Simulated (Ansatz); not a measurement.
# MoSe: magnetic states

This session on MoSe sets out to find which magnetic order is lowest.

Computed with Ansatz 0.2.0 (DFT PBEsol, scalar-relativistic, plane waves, PAW for the base; runs at other levels say so in their headings and inputs, unless a step's input says otherwise).

5 further runs of the same task are left out: 3 that didn't finish, 2 set aside as unsound or not needed.

## Step 1: The structure to begin with

Symmetry: P6_3/mmc, No. 194, hexagonal system. The conventional cell has a = 3.228 Å, b = 3.228 Å, c = 7.114 Å, α = 90.00°, β = 90.00°, γ = 120.00°. Around Mo (site symmetry -3m) lie 6 Se at 2.58 Å. Se (site symmetry -6m2) is surrounded by 6 Mo at 2.58 Å.

Coordinates:

```cif
data_structure
_symmetry_space_group_name_H-M 'P6_3/mmc'
_symmetry_Int_Tables_number 194
_cell_length_a 3.2285
_cell_length_b 3.2285
_cell_length_c 7.1137
_cell_angle_alpha 90.000
_cell_angle_beta 90.000
_cell_angle_gamma 120.000
_cell_volume 64.21
loop_
_atom_site_label
_atom_site_type_symbol
_atom_site_symmetry_multiplicity
_atom_site_Wyckoff_symbol
_atom_site_fract_x
_atom_site_fract_y
_atom_site_fract_z
_atom_site_occupancy
Mo1 Mo 2 a 0.00000 0.00000 0.00000 1
Se1 Se 2 c 0.33333 0.66667 0.25000 1
```

It is the result of an earlier relaxation at this level (volume 16.05 Å³/atom; gap on the mesh: none (metal)).

This is a hypothetical structure, made by putting the elements on a prototype's sites.

## Step 2: Magnetic start: large parallel starting moments

input.yaml reads:

```yaml
crystal:
  lattice:
    - [3.2284874235, 0.0, 0.0]
    - [-1.6142437117, 2.7959521245, 0.0]
    - [0.0, 0.0, 7.1137260779]
  atoms:
    - { symbol: Mo, position: [0.0, 0.0, 0.0], spin: 3.5 }
    - { symbol: Mo, position: [0.0, 0.0, 0.5], spin: 3.5 }
    - { symbol: Se, position: [0.3333333333, 0.6666666667, 0.25] }
    - { symbol: Se, position: [0.6666666667, 0.3333333333, 0.75] }
basis:
  ecutwfc: 420
kpoints:
  mp_grid: { grid: [12, 12, 6] }
hamiltonian:
  xc: pbesol
scf:
  occupations: { method: gaussian, width: 0.1 }
  lower_state_search: "off"
output:
  forces: true
  stress: true
  eigenvalues: true
  populations: true
magnetization:
  spin_polarized: true
```

Command:

```sh
$ ansatz run input.yaml --threads 1 --pin off --max-ram 2560MiB --backend cpu --events-out ev --progress --plain --runs-dir out
```

The program printed, cut to the lines that bear on the results:

```text
Warning: RAYON_NUM_THREADS=1 ignored (pool sized by the plan → 1); use --threads N
[...]
Pseudopotentials: kind: paw
Pseudopotential: Mo, paw, valence charge 14, recommended cutoff 420 eV (normal), Mo.paw.azcp
Pseudopotential: Se, paw, valence charge 16, recommended cutoff 420 eV (normal), Se.paw.azcp
Functional definition: PBEsol
[...]
Crystal: 4 atoms, lattice volume = 64.213 Å³
Basis set: ecut = 420 eV, 1283 PW (Γ), exchange–correlation on 48×48×96 points (8 copies of the dense FFT grid, shifted against one another)
Bands: 41, of which v1, the nominal top of the filled ones, is band 30 counted from 1 (29 counted from 0)
Symmetry: 24 space group operations
Space group: P63/mmc (ITA 194), of the structure as read, at distance tolerance 4.0e-5 Å
Magnetic group: BNS 194.263 (UNI 1493), of the structure as read, at distance tolerance 4.0e-5 Å
k-points: 76 of 864
[...]
Starting moments: Σ|m| = 7 μB on 2 of 4 sites
[...]
SCF iter   1: F=—  HF=-20642.795411 eV  |F-HF|=—  |Δ(HF+E_count)|=         —  Δρ=7.90e-2 (↑7.90e-2 ↓3.70e-2)  dr2=3.60e0  dr2_m=1.64e0  M=2.908 μB ∫|m|=3.051 μB  β_m=0.30  ethr=3.10e-3  ⟨swp⟩=6.0  Hψ=23122  notcnv=0  defer=3
[...]
spin=Collinear: Kerker preconditioning applied to the charge; magnetization (m = ρ↑ − ρ↓) channel mixes plain (no charge-response kernel on spin).
[...]
spin-set hold released at iteration 2 (the charge has settled, or the pull on large starting moments outlasts its swing): the magnetisation degrees of freedom join the quasi-Newton model from the next iteration; the mixer history was flushed
[...]
SCF iter  11: F=-20643.472217 eV  HF=-20643.472217 eV  |F-HF|=1.64e-9  |Δ(HF+E_count)|=   2.91e-8  Δρ=1.07e-6 (↑1.06e-6 ↓1.07e-6)  dr2=4.10e-9  dr2_m=5.45e-11  M=-0.000 μB ∫|m|=0.000 μB  ethr=3.64e-11  ⟨swp⟩=1.6  Hψ=17567  notcnv=0
WARN: the starting moments were not kept: the SCF closed with an absolute magnetisation of 1.8e-5 μB, where they sum to 7 μB in size (2 sites). That is at most 0.1 of that sum. Measured as dr2_m measures the in/out step, that magnetisation stands 4.6e-11 eV from none, at or under the [...]
SCF converged after 11 iterations
Magnetization: -0.0000 μB (30.0000 up, 30.0000 down)
Absolute magnetization: 0.0000 μB (∫|ρ↑−ρ↓|, with the PAW one-centre terms)
Spin contamination: 0.0000 ħ² per cell (⟨S²⟩ above its minimum at these occupations)
Per-site moments (μB) at R_I (Å): [(-6.504992261346109e-6, 1.0627136623286235), (-6.504992261393756e-6, 1.0627136623286235), (-7.459016317008296e-7, 1.0627136623286235), (-7.459016317093513e-7, 1.0627136623286235)]
Free energy (F): -20643.472217 eV
[...]
E sigma→0 (E₀):  -20643.463879 eV
Entropy (-TS):   -0.016676 eV (-4.169 meV/atom)
Fermi energy:    18.604820 eV
[...]
--- Forces (eV/Å), atoms counted from 1 ---
  atom   1  Mo    -0.00000000    -0.00000000     0.00000000
  atom   2  Mo    -0.00000000     0.00000000     0.00000000
  atom   3  Se     0.00000000    -0.00000000     0.00000000
  atom   4  Se    -0.00000000     0.00000000    -0.00000000
[...]
--- Stress (GPa, compression-positive) ---
       -0.004997      -0.000000      -0.000000
       -0.000000      -0.004997      -0.000000
       -0.000000      -0.000000       0.039766
  P = ⅓ Tr σ = 0.0099 GPa (0.099 kbar)
--- Band table (eV; the first three rows and the last of 152) ---
[...]
--- Löwdin populations: 4 sites ---
  site symbol       q [e]    m [muB]
     0     Mo     13.9901    -0.0000
     1     Mo     13.9901    -0.0000
     2     Se     15.8734    -0.0000
     3     Se     15.8734    -0.0000
  spilling = 0.004548 (of n_electrons = 60.000000)
```

Run time: 61 s. Hardware: 1 thread of AMD EPYC (Zen 3), shared host; peak memory 0.56 GiB.

Read-out: -5160.8660 eV/atom at zero smearing, pressure 0.01 GPa and no gap on the mesh. The moments have vanished. The log warns that the starting moments were lost.

## Step 3: Start: antiferromagnetic in the cell, signs +-

input.yaml, as its differences from that of step 2:

```diff
@@ -6,4 +6,4 @@
   atoms:
-    - { symbol: Mo, position: [0.0, 0.0, 0.0], spin: 3.5 }
-    - { symbol: Mo, position: [0.0, 0.0, 0.5], spin: 3.5 }
+    - { symbol: Mo, position: [0.0, 0.0, 0.0], spin: 2.0 }
+    - { symbol: Mo, position: [0.0, 0.0, 0.5], spin: -2.0 }
     - { symbol: Se, position: [0.3333333333, 0.6666666667, 0.25] }
```

Command:

```sh
$ ansatz run input.yaml --threads 1 --pin off --max-ram 2560MiB --backend cpu --events-out ev --progress --plain --runs-dir out
```

The program printed, cut to the lines that bear on the results:

```text
Warning: RAYON_NUM_THREADS=1 ignored (pool sized by the plan → 1); use --threads N
[...]
[... 4 set-up lines as earlier in the session ...]
[...]
Crystal: 4 atoms, lattice volume = 64.213 Å³
Basis set: ecut = 420 eV, 1283 PW (Γ), exchange–correlation on 48×48×96 points (8 copies of the dense FFT grid, shifted against one another)
Bands: 39, of which v1, the nominal top of the filled ones, is band 30 counted from 1 (29 counted from 0)
Symmetry: 12 space group operations
Space group: P-3m1 (ITA 164), of the structure as read, at distance tolerance 4.0e-5 Å
Magnetic group: BNS 194.269 (UNI 1499), of the structure as read, at distance tolerance 4.0e-5 Å
k-points: 100 of 864
[...]
Starting moments: Σ|m| = 4 μB on 2 of 4 sites
[...]
WARN: the starting moments were not kept: the SCF closed with an absolute magnetisation of 8.5e-6 μB, where they sum to 4 μB in size (2 sites). That is at most 0.1 of that sum. Measured as dr2_m measures the in/out step, that magnetisation stands 9.9e-12 eV from none, at or under the [...]
Per-site moments (μB) at R_I (Å): [(-2.2853142182560704e-6, 1.0627136623286235), (2.242126375287015e-6, 1.0627136623286235), (3.921379531212461e-9, 1.0627136623286235), (3.92137983690413e-9, 1.0627136623286235)]
Free energy (F): -20643.472217 eV
[...]
E sigma→0 (E₀):  -20643.463879 eV
Entropy (-TS):   -0.016676 eV (-4.169 meV/atom)
Fermi energy:    18.604810 eV
[...]
--- Forces (eV/Å), atoms counted from 1 ---
  atom   1  Mo    -0.00000000     0.00000000     0.00000000
  atom   2  Mo    -0.00000000    -0.00000000     0.00000000
  atom   3  Se     0.00000000     0.00000000    -0.00000002
  atom   4  Se    -0.00000000    -0.00000000     0.00000002
[...]
--- Stress (GPa, compression-positive) ---
       -0.005084      -0.000000       0.000000
       -0.000000      -0.005084       0.000000
        0.000000       0.000000       0.039810
  P = ⅓ Tr σ = 0.0099 GPa (0.099 kbar)
--- Band table (eV; the first three rows and the last of 200) ---
[...]
--- Löwdin populations: 4 sites ---
  site symbol       q [e]    m [muB]
     0     Mo     13.9901    -0.0000
     1     Mo     13.9901     0.0000
     2     Se     15.8734     0.0000
     3     Se     15.8734     0.0000
  spilling = 0.004548 (of n_electrons = 60.000000)
```

Run time: 98 s. Hardware: 1 thread of AMD EPYC (Zen 3), shared host; peak memory 0.62 GiB.

Result: -5160.8660 eV/atom at zero smearing, pressure 0.01 GPa and no gap on the mesh. The moments have vanished. The log warns that the starting moments were lost.

## Step 4: The magnetic starts in order of energy

All runs keep the base geometry. Signs run over the atoms with starting moments. Energies are extrapolated to zero smearing. The moments by site are integrated in spheres around the atoms, sized by the neighbour distance.

| start | ends | energy above the lowest (meV/atom) | site moments (μB) | gap on the mesh (eV) | pressure (GPa) | CPU time |
| --- | --- | --- | --- | --- | --- | --- |
| no spin | non-magnetic (imposed) | 0.00 | none | metal | 0.0 | 2.8 min |
| large parallel starting moments | non-magnetic | 0.00 | none over 0.05 | metal | 0.0 | 61 s |
| antiferromagnetic in the cell, signs +- | non-magnetic | 0.00 | none over 0.05 | metal | 0.0 | 98 s |

## Step 5: Start: no spin polarisation, with U = 4 eV

input.yaml reads:

```yaml
crystal:
  lattice:
    - [3.2284874235, 0.0, 0.0]
    - [-1.6142437117, 2.7959521245, 0.0]
    - [0.0, 0.0, 7.1137260779]
  atoms:
    - { symbol: Mo, position: [0.0, 0.0, 0.0] }
    - { symbol: Mo, position: [0.0, 0.0, 0.5] }
    - { symbol: Se, position: [0.3333333333, 0.6666666667, 0.25] }
    - { symbol: Se, position: [0.6666666667, 0.3333333333, 0.75] }
basis:
  ecutwfc: 420
kpoints:
  mp_grid: { grid: [12, 12, 6] }
hamiltonian:
  xc: pbesol
  hubbard: { sites: [{ species: Mo, l: d, u_eff: 4.0 }] }
scf:
  occupations: { method: gaussian, width: 0.05 }
output:
  forces: true
  stress: true
  eigenvalues: true
```

Command:

```sh
$ ansatz run input.yaml --threads 1 --pin off --max-ram 2560MiB --backend cpu --events-out ev --progress --plain --runs-dir out
```

The program printed, cut to the lines that bear on the results:

```text
Warning: RAYON_NUM_THREADS=1 ignored (pool sized by the plan → 1); use --threads N
Mo: projections on atomic orbitals take those of the free atom [Ar 3d10] 4s2 4p6 4d5 5s1, of charge +0.00 (hamiltonian.pseudopotentials.projection_atoms); the dataset's partial waves leave at most 6.0e-6 of an orbital's norm unspanned inside its sphere
Se: projections on atomic orbitals take those of the free atom [Ar] 3d10 4s2 4p4, of charge +0.00 (hamiltonian.pseudopotentials.projection_atoms); the dataset's partial waves leave at most 2.3e-6 of an orbital's norm unspanned inside its sphere
[...]
[... 4 set-up lines as earlier in the session ...]
[...]
Crystal: 4 atoms, lattice volume = 64.213 Å³
[...]
SCF iter   1: F=—  HF=-20633.959175 eV  |F-HF|=—  |Δ(HF+E_count)|=         —  Δρ=4.69e-2  dr2=1.35e0  ethr=2.26e-3  ⟨swp⟩=1.0  Hψ=12761  notcnv=0
[...]
SCF iter  10: F=-20634.037146 eV  HF=-20634.037146 eV  |F-HF|=2.22e-10  |Δ(HF+E_count)|=   2.99e-8  Δρ=4.33e-6  dr2=9.49e-9  ethr=1.67e-10  ⟨swp⟩=6.7  Hψ=10773  notcnv=0
[...]
SCF converged after 10 iterations
Free energy (F): -20634.037146 eV
[...]
E sigma→0 (E₀):  -20634.034665 eV
Entropy (-TS):   -0.004961 eV (-1.240 meV/atom)
Fermi energy:    18.391784 eV
[...]
--- Forces (eV/Å), atoms counted from 1 ---
  atom   1  Mo    -0.00000000     0.00000000     0.00000000
  atom   2  Mo    -0.00000000    -0.00000000    -0.00000000
  atom   3  Se     0.00000000    -0.00000000     0.00000000
  atom   4  Se    -0.00000000     0.00000000    -0.00000000
[...]
--- Stress (GPa, compression-positive) ---
        3.621108      -0.000000      -0.000000
       -0.000000       3.621108      -0.000000
       -0.000000      -0.000000      -2.316056
  P = ⅓ Tr σ = 1.6421 GPa (16.421 kbar)
--- Band table (eV; the first three rows and the last of 76) ---
[...]
Occupation matrices written to <dir>
```

Run time: 33 s. Hardware: 1 thread of AMD EPYC (Zen 3), shared host; peak memory 0.56 GiB.

Result: -5158.5087 eV/atom at zero smearing, pressure 1.64 GPa and no gap on the mesh. The log warns that the count of filled bands differs between k-points.

These runs hit the time limit and are left out: large parallel starting moments.

## Step 6: Magnetic start with r2SCAN: no spin polarisation

input.yaml, as its differences from that of step 5:

```diff
@@ -11,3 +11,3 @@
 basis:
-  ecutwfc: 420
+  ecutwfc: 500
 kpoints:
@@ -15,6 +15,6 @@
 hamiltonian:
-  xc: pbesol
-  hubbard: { sites: [{ species: Mo, l: d, u_eff: 4.0 }] }
+  xc: r2scan
 scf:
-  occupations: { method: gaussian, width: 0.05 }
+  occupations: { method: gaussian, width: 0.1 }
+  lower_state_search: "off"
 output:
```

Command:

```sh
$ ansatz run input.yaml --threads 1 --pin off --max-ram 2560MiB --backend cpu --events-out ev --progress --plain --runs-dir out
```

The program printed, cut to the lines that bear on the results:

```text
Warning: RAYON_NUM_THREADS=1 ignored (pool sized by the plan → 1); use --threads N
[...]
[... 1 set-up line as earlier in the session ...]
Pseudopotential: Mo, paw, valence charge 14, recommended cutoff 500 eV (meta_gga), Mo.paw.azcp
Pseudopotential: Se, paw, valence charge 16, recommended cutoff 500 eV (meta_gga), Se.paw.azcp
Functional definition: r2SCAN
[...]
Crystal: 4 atoms, lattice volume = 64.213 Å³
Basis set: ecut = 500 eV, 1627 PW (Γ), exchange–correlation on 96×96×216 points (64 copies of the dense FFT grid, shifted against one another)
Bands: 36, of which v1, the nominal top of the filled ones, is band 30 counted from 1 (29 counted from 0)
[... 2 set-up lines as earlier in the session ...]
k-points: 76 of 864
[...]
SCF iter   1: F=-20891.151316 eV  HF=-20891.139573 eV  |F-HF|=1.17e-2  |Δ(HF+E_count)|=         —  Δρ=1.29e-2  dr2=8.60e-2  dr2_τ=3.92e-2  ethr=1.77e-3  ⟨swp⟩=5.2  Hψ=10184  notcnv=0
[...]
SCF iter   7: F=-20891.208166 eV  HF=-20891.208166 eV  |F-HF|=9.15e-8  |Δ(HF+E_count)|=   1.16e-6  Δρ=1.27e-5  dr2=8.25e-8  dr2_τ=3.35e-9  ethr=1.67e-10  ⟨swp⟩=5.5  Hψ=11875  notcnv=0
[...]
SCF converged after 7 iterations
Free energy (F): -20891.208166 eV
[...]
E sigma→0 (E₀):  -20891.200608 eV
Entropy (-TS):   -0.015115 eV (-3.779 meV/atom)
Fermi energy:    18.748234 eV
[...]
--- Forces (eV/Å), atoms counted from 1 ---
  atom   1  Mo    -0.00000000    -0.00000000     0.00000000
  atom   2  Mo    -0.00000000    -0.00000000    -0.00000000
  atom   3  Se     0.00000000    -0.00000000     0.00000000
  atom   4  Se    -0.00000000    -0.00000000    -0.00000000
[...]
--- Stress (GPa, compression-positive) ---
        6.090402      -0.000000      -0.000000
       -0.000000       6.090402      -0.000000
       -0.000000      -0.000000       3.651886
  P = ⅓ Tr σ = 5.2776 GPa (52.776 kbar)
--- Band table (eV; the first three rows and the last of 76) ---
[...]
```

Run time: 38 s. Hardware: 1 thread of AMD EPYC (Zen 3), shared host; peak memory 0.61 GiB.

Read-out: -5222.8002 eV/atom at zero smearing, pressure 5.28 GPa and no gap on the mesh.

## Step 7: Magnetic start with r2SCAN: large parallel starting moments

input.yaml, as its differences from that of step 6:

```diff
@@ -6,4 +6,4 @@
   atoms:
-    - { symbol: Mo, position: [0.0, 0.0, 0.0] }
-    - { symbol: Mo, position: [0.0, 0.0, 0.5] }
+    - { symbol: Mo, position: [0.0, 0.0, 0.0], spin: 3.5 }
+    - { symbol: Mo, position: [0.0, 0.0, 0.5], spin: 3.5 }
     - { symbol: Se, position: [0.3333333333, 0.6666666667, 0.25] }
@@ -23 +23,4 @@
   eigenvalues: true
+  populations: true
+magnetization:
+  spin_polarized: true
```

Command:

```sh
$ ansatz run input.yaml --threads 1 --pin off --max-ram 2560MiB --backend cpu --events-out ev --progress --plain --runs-dir out
```

The program printed, cut to the lines that bear on the results:

```text
Warning: RAYON_NUM_THREADS=1 ignored (pool sized by the plan → 1); use --threads N
[...]
[... 4 set-up lines as earlier in the session ...]
[...]
Crystal: 4 atoms, lattice volume = 64.213 Å³
Basis set: ecut = 500 eV, 1627 PW (Γ), exchange–correlation on 96×96×216 points (64 copies of the dense FFT grid, shifted against one another)
Bands: 41, of which v1, the nominal top of the filled ones, is band 30 counted from 1 (29 counted from 0)
[... 2 set-up lines as earlier in the session ...]
Magnetic group: BNS 194.263 (UNI 1493), of the structure as read, at distance tolerance 4.0e-5 Å
k-points: 76 of 864
[...]
Starting moments: Σ|m| = 7 μB on 2 of 4 sites
[...]
WARN: the starting moments were not kept: the SCF closed with an absolute magnetisation of 1.1e-5 μB, where they sum to 7 μB in size (2 sites). That is at most 0.1 of that sum. Measured as dr2_m measures the in/out step, that magnetisation stands 1.5e-11 eV from none, at or under the [...]
Per-site moments (μB) at R_I (Å): [(-2.1678214398678396e-6, 1.0627136623286235), (-2.167821439801214e-6, 1.0627136623286235), (1.5817410262406637e-6, 1.0627136623286235), (1.5817410264843326e-6, 1.0627136623286235)]
Free energy (F): -20891.208166 eV
[...]
E sigma→0 (E₀):  -20891.200608 eV
Entropy (-TS):   -0.015116 eV (-3.779 meV/atom)
Fermi energy:    18.748333 eV
[...]
--- Forces (eV/Å), atoms counted from 1 ---
  atom   1  Mo    -0.00000000     0.00000000    -0.00000000
  atom   2  Mo    -0.00000000    -0.00000000     0.00000000
  atom   3  Se     0.00000000     0.00000000     0.00000000
  atom   4  Se    -0.00000000     0.00000000    -0.00000000
[...]
--- Stress (GPa, compression-positive) ---
        6.091023      -0.000000      -0.000000
       -0.000000       6.091023      -0.000000
       -0.000000      -0.000000       3.651805
  P = ⅓ Tr σ = 5.2780 GPa (52.780 kbar)
--- Band table (eV; the first three rows and the last of 152) ---
[...]
--- Löwdin populations: 4 sites ---
  site symbol       q [e]    m [muB]
     0     Mo     13.9509    -0.0000
     1     Mo     13.9509    -0.0000
     2     Se     15.9225     0.0000
     3     Se     15.9225     0.0000
  spilling = 0.004220 (of n_electrons = 60.000000)
```

It took 3.3 min on 1 thread of AMD EPYC (Zen 3), shared host; peak memory 0.76 GiB.

Read-out: -5222.8002 eV/atom at zero smearing, pressure 5.28 GPa and no gap on the mesh. The moments have vanished. The log warns that the starting moments were lost; that the state wasn't tested for a lower one.

## Step 8: The magnetic starts in order of energy with r2SCAN

All runs keep the base geometry. Energies are extrapolated to zero smearing. Site moments are spin moments in atom-centred spheres that scale with the neighbour distance.

```
                          start                    ends  energy above the lowest (meV/atom)  site moments (μB)  gap on the mesh (eV)  pressure (GPa)  CPU time
                        no spin  non-magnetic (imposed)                                0.00               none                 metal             5.3      38 s
large parallel starting moments            non-magnetic                                0.00     none over 0.05                 metal             5.3   3.3 min
```

## Step 9: Summary of results

| quantity | value |
| --- | --- |
| magnetic state | non-magnetic from all starts in the table |
| no spin polarisation with U = 4 eV | pressure 1.6 GPa, no gap on the mesh |
| magnetic state with r2SCAN | non-magnetic from all starts in the table |

What this shows: All starts in the table end without moments: as far as tried, the cell is non-magnetic at this level. No start in the table with r2SCAN keeps a moment.
